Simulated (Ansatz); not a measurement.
# CHBClI (SMILES ClB=CI): one structure at several levels

A test off equilibrium: a structure displaced at random from a GFN2-xTB minimum is computed at several levels, and each is set against CCSD(T).

Method: single points in def2-TZVPP; program: Ansatz 0.2.0, Gaussian basis.

Cores are frozen in the correlated methods. Filled d shells of the heavier atoms are correlated. Core potentials replace the inner electrons past krypton, and spin-orbit coupling is left out.

## (1) The starting structure

SMILES `ClB=CI`, 5 atoms, charge 0, spin multiplicity 1.

Atoms are counted from 1 here; the program's logs count them from 0.

Bond lengths: Cl1–B2 1.648 Å, B2–C3 1.440 Å, C3–I4 2.074 Å, C3–H5 1.012 Å. Angles: Cl1–B2–C3 172.4°, B2–C3–I4 118.2°, B2–C3–H5 124.5°, I4–C3–H5 116.7°.

Geometry (Å):

```xyz
5
CHBClI
Cl   -0.9507   -1.3210    1.8960
B    -0.4823   -0.5026    0.5450
C     0.1048    0.1697   -0.5852
I     1.4284    1.7240   -0.2199
H    -0.1760    0.0274   -1.5471
```

## (2) CCSD(T)/def2-TZVPP

run/in.yaml

```yaml
crystal:
  periodic: [false, false, false]
  atoms:
    - {symbol: Cl, position_ang: [-0.950700, -1.321000, 1.896000]}
    - {symbol: B, position_ang: [-0.482300, -0.502600, 0.545000]}
    - {symbol: C, position_ang: [0.104800, 0.169700, -0.585200]}
    - {symbol: I, position_ang: [1.428400, 1.724000, -0.219900]}
    - {symbol: H, position_ang: [-0.176000, 0.027400, -1.547100]}
basis:
  gaussian: {orbitals: def2-TZVPP}
correlation: {method: ccsd_t}
output: {forces: true}
```

No record of the launch command was kept for these runs.

## (3) PBE0-D4/def2-TZVPP

run/in.yaml, as its differences from that of step 2:

```diff
@@ -10,3 +10,3 @@
   gaussian: {orbitals: def2-TZVPP}
-correlation: {method: ccsd_t}
-output: {forces: true}
+hamiltonian: {xc: pbe0, dispersion: d4}
+output: {forces: true, orbitals: {seedname: orbitals}}
```

## (4) wB97M-V/def2-TZVPP

run/in.yaml, as its differences from that of step 3:

```diff
@@ -10,3 +10,3 @@
   gaussian: {orbitals: def2-TZVPP}
-hamiltonian: {xc: pbe0, dispersion: d4}
-output: {forces: true, orbitals: {seedname: orbitals}}
+hamiltonian: {xc: {name: wB97M-V}}
+output: {forces: true}
```

## (5) r2SCAN-D4/def2-TZVPP

run/in.yaml, as its differences from that of step 4:

```diff
@@ -10,3 +10,3 @@
   gaussian: {orbitals: def2-TZVPP}
-hamiltonian: {xc: {name: wB97M-V}}
+hamiltonian: {xc: r2scan, dispersion: d4}
 output: {forces: true}
```

## (6) PBE-D4/def2-TZVPP

run/in.yaml, as its differences from that of step 5:

```diff
@@ -10,3 +10,3 @@
   gaussian: {orbitals: def2-TZVPP}
-hamiltonian: {xc: r2scan, dispersion: d4}
+hamiltonian: {xc: pbe, dispersion: d4}
 output: {forces: true}
```

## (7) wB97X-V/def2-TZVPP

run/in.yaml, as its differences from that of step 6:

```diff
@@ -10,3 +10,3 @@
   gaussian: {orbitals: def2-TZVPP}
-hamiltonian: {xc: pbe, dispersion: d4}
+hamiltonian: {xc: {name: wB97X-V}}
 output: {forces: true}
```

## (8) CAM-B3LYP-D4/def2-TZVPP

run/in.yaml, as its differences from that of step 7:

```diff
@@ -10,3 +10,3 @@
   gaussian: {orbitals: def2-TZVPP}
-hamiltonian: {xc: {name: wB97X-V}}
+hamiltonian: {xc: {name: CAM-B3LYP}, dispersion: d4}
 output: {forces: true}
```

(Steps that only read results are left out.)

Q: Predict the outcome of this session. Wanted: energy less free atoms, CCSD(T)/def2-TZVPP; RMS force component; RMS force error; HOMO and LUMO, PBE0-D4; T1 diagnostic.

As calculated:

| quantity | value |
| --- | --- |
| energy less free atoms, CCSD(T)/def2-TZVPP | -376.9 kcal/mol |
| RMS force component | 1.592 to 1.769 eV/Å over the methods |
| RMS force error | PBE0-D4 0.178, wB97M-V 0.213, r2SCAN-D4 0.146, PBE-D4 0.117, wB97X-V 0.196, CAM-B3LYP-D4 0.270 eV/Å |
| HOMO and LUMO, PBE0-D4 | -6.06 and -2.14 eV |
| T1 diagnostic | 0.011 |

In words: Against CCSD(T) the functionals' energies less atoms differ by -34.5 to -10.8 kcal/mol, PBE-D4 by -34.5 kcal/mol. CCSD(T) in triple zeta still lacks some correlation energy of the bonds, so part of these gaps is its own basis error and they don't rank the functionals. For forces PBE-D4 does best and CAM-B3LYP-D4 worst. Frozen-core CCSD(T) forces in triple zeta carry basis errors of their own, and this is one geometry, so small gaps rank nothing.
